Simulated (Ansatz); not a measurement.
# TiH2O (singlet): wave-function methods side by side at a displaced geometry (v1), def2-SVP

An exercise on one series of results from a longer session: the logs are not shown, and one member is left open.

The runs use Ansatz 0.2.0, Gaussian basis; def2-SVP, core rule «outside noble gas», up to 10 orbitals frozen.

To be run: UHF; CCSD(T) on RHF; CCSD(T) on UHF; CISD; CCSDT(Q) on RHF; CCSDT(Q) on UHF.

19 further runs of the same task are left out: 3 for a known fault of the program, 6 that didn't finish, 10 set aside as unsound or not needed.

### The system

The geometry is a PBE0/def2-TZVP stationary point (not a proven minimum) with its atoms shifted at random (size 0.040 Å).

4 atoms, charge 0, spin multiplicity 1.

Atoms are counted from 1 here; the program's logs count them from 0.

Bond lengths: Ti1–O2 2.056 Å, O2–H3 1.065 Å, O2–H4 0.959 Å. Angles: Ti1–O2–H3 104.0°, Ti1–O2–H4 104.9°, H3–O2–H4 108.3°.

Set-up of the first run:

The input, in.yaml:

```yaml
crystal:
  periodic: [false, false, false]
  atoms:
    - {symbol: Ti, position_ang: [0.017070, 0.003560, 0.569792]}
    - {symbol: O, position_ang: [-0.103735, -0.012582, -1.482224]}
    - {symbol: H, position_ang: [0.469368, 0.834587, -1.780643]}
    - {symbol: H, position_ang: [0.366590, -0.803945, -1.750840]}
basis:
  gaussian: {orbitals: def2-SVP}
magnetization: {spin_polarized: true, initial_magnetization: 0}
hamiltonian: {xc: hf}
output: {orbitals: {seedname: orbitals}}
```

Command:

```bash
$ ansatz run in.yaml --threads 1 --pin off --events-out ev --progress --plain --max-ram 2393MiB
```

Among the steps run: UHF; CCSD(T) on RHF; CCSD(T) on UHF; CISD; CCSDT(Q) on RHF; CCSDT(Q) on UHF.

One of the session's tables, all rows but one given; the rest of the session is left out.

It belongs to the step «Misses and costs». 

| method | from UCCSDT(Q) (kcal/mol) |
| --- | --- |
| RHF | +217.00 |
| UHF | +185.88 |
| RMP2 | +58.14 |
| UMP2 | +31.14 |
| RCCSD | +36.81 |
| UCCSD | ? |
| RCCSD(T) | +30.89 |
| UCCSD(T) | +2.47 |
| UCCSDT | +0.74 |
| UCCSDT(Q) | 0 |

**Question.** Estimate the row for UCCSD.

**Answer.** from UCCSDT(Q) (kcal/mol): +8.54. In the column «from UCCSDT(Q) (kcal/mol)» it lies between UCCSD(T) (+2.47) and RCCSD(T) (+30.89).

Not comparable, so not listed: CISD; CCSDT(Q) on RHF (they don't share determinant, frozen orbitals or solution with the rows shown, or repeat one).

The program flags UCCSD(T), UCCSDT(Q) as in doubt (see the logs), so the zero of the table is itself unsure.

Caveats from the session: The determinant is far from a pure spin state, so its energy mixes those of several spin states (harmless only where they are near-degenerate, as at dissociation). The program flags UCCSD(T), UCCSDT(Q) as in doubt, so the zero of the table is itself unsure. Warnings: restricted reference is unstable; spin contamination; large T1 diagnostic. Restricted and unrestricted rows rest on different reference determinants; where their highest levels disagree by more than a few hundredths of an eV, they describe different states and don't form one ladder.
